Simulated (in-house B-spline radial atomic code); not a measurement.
# Rh⁴⁺: excited configurations

Aim: the energies of several excited configurations of Rh⁴⁺ above a reference configuration, each from its own self-consistent run.

Method: Dirac-Hartree-Fock, average of configuration, Fermi nucleus, basis-set limit. Code: in-house B-spline radial atomic code version 1.

**1. Starting point**

```
element       : rhodium (Z = 45)
charge        : +4
electrons     : 41
configuration : [Kr] 4d5
Hamiltonian   : Dirac-Coulomb
nucleus       : Fermi, rms radius 4.495 fm
```

The outer shells:

[Kr] 4d5
```
[Kr] core
4d [↑ ][↑ ][↑ ][↑ ][↑ ]
```

The boxes draw the filling by Hund's rule, which heavy ions in jj coupling don't follow; these runs average over all states of the configuration.

Settings, as recorded:

```ini
Z = 45
electrons = 41.0
configuration = [Kr] 4d5
hamiltonian = dirac
method = hf
spin_polarised = False
nucleus = fermi
rms_radius = 4.4945
mass_number = 103
atomic_mass = 102.905494081
speed_of_light = 137.035999084
```

The reference is known from an earlier run: -4778.989431 hartree in all. Up to eight levels, counted from the top:

```tsv
orbital	occupation	energy (eV)	<r> (bohr)
3p3/2	4	-577.97	0.3915
3d3/2	4	-391.52	0.3672
3d5/2	6	-386.49	0.3706
4s1/2	2	-153.94	0.9719
4p1/2	2	-118.21	1.039
4p3/2	4	-113.91	1.064
4d3/2	2	-62.506	1.299
4d5/2	3	-61.981	1.310
```

**2. Run with [Ar] 3d9 4s2 4p6 4d4 4f1 5f1**

Settings, as recorded:

```ini
Z = 45
electrons = 41.0
configuration = [Ar] 3d9 4s2 4p6 4d4 4f1 5f1
hamiltonian = dirac
method = hf
spin_polarised = False
nucleus = fermi
rms_radius = 4.4945
mass_number = 103
atomic_mass = 102.905494081
speed_of_light = 137.035999084
```

**3. Configuration [Ar] 3d10 4s2 4p5 4d4 4f1 5g1**

Settings: those of step 2 with these lines changed.

```diff
@@ -2,3 +2,3 @@
 electrons = 41.0
-configuration = [Ar] 3d9 4s2 4p6 4d4 4f1 5f1
+configuration = [Ar] 3d10 4s2 4p5 4d4 4f1 5g1
 hamiltonian = dirac
```

**4. [Ar] 3d10 4s2 4p5 4d4 5f1 6g1**

Settings: those of step 3 with these lines changed.

```diff
@@ -2,3 +2,3 @@
 electrons = 41.0
-configuration = [Ar] 3d10 4s2 4p5 4d4 4f1 5g1
+configuration = [Ar] 3d10 4s2 4p5 4d4 5f1 6g1
 hamiltonian = dirac
```

**5. Run with [Ar] 3d9 4s2 4p6 4d4 5f1 6s1**

Settings: those of step 4 with these lines changed.

```diff
@@ -2,3 +2,3 @@
 electrons = 41.0
-configuration = [Ar] 3d10 4s2 4p5 4d4 5f1 6g1
+configuration = [Ar] 3d9 4s2 4p6 4d4 5f1 6s1
 hamiltonian = dirac
```

**6. [Ar] 3d9 4s2 4p6 4d4 5f1 5g1**

Settings: those of step 5 with these lines changed.

```diff
@@ -2,3 +2,3 @@
 electrons = 41.0
-configuration = [Ar] 3d9 4s2 4p6 4d4 5f1 6s1
+configuration = [Ar] 3d9 4s2 4p6 4d4 5f1 5g1
 hamiltonian = dirac
```

How far above the reference does each configuration lie (order and size, in eV)?

As calculated:

| net move | configuration | energy above the reference (eV) | with Breit, QED, recoil (eV) | largest <r> (bohr) |
| --- | --- | --- | --- | --- |
| 4d, 4p → 4f, 5g | [Ar] 3d10 4s2 4p5 4d4 4f1 5g1 | 142.81 | 142.73 | 5.38 |
| 4d, 4p → 5f, 6g | [Ar] 3d10 4s2 4p5 4d4 5f1 6g1 | 159.54 | 159.46 | 8.28 |
| 3d, 4d → 4f, 5f | [Ar] 3d9 4s2 4p6 4d4 4f1 5f1 | 405.97 | 405.88 | 5.08 |
| 3d, 4d → 5f, 6s | [Ar] 3d9 4s2 4p6 4d4 5f1 6s1 | 409.35 | 409.28 | 4.64 |
| 3d, 4d → 5f, 5g | [Ar] 3d9 4s2 4p6 4d4 5f1 5g1 | 421.08 | 421.00 | 4.96 |

At the bottom stands 4d, 4p → 4f, 5g (142.81 eV), at the top 3d, 4d → 5f, 5g (421.08 eV). Koopmans' estimate of the ionisation threshold is 61.981 eV; 5 configurations exceed it by over 2 % and could autoionise. Two partly filled shells share a symmetry and can mix in the average, which may lower the energy, for: 3d, 4d → 4f, 5f; 3d, 4d → 5f, 6s; 3d, 4d → 5f, 5g. These are averages over configurations, without correlation, not spectroscopic levels.
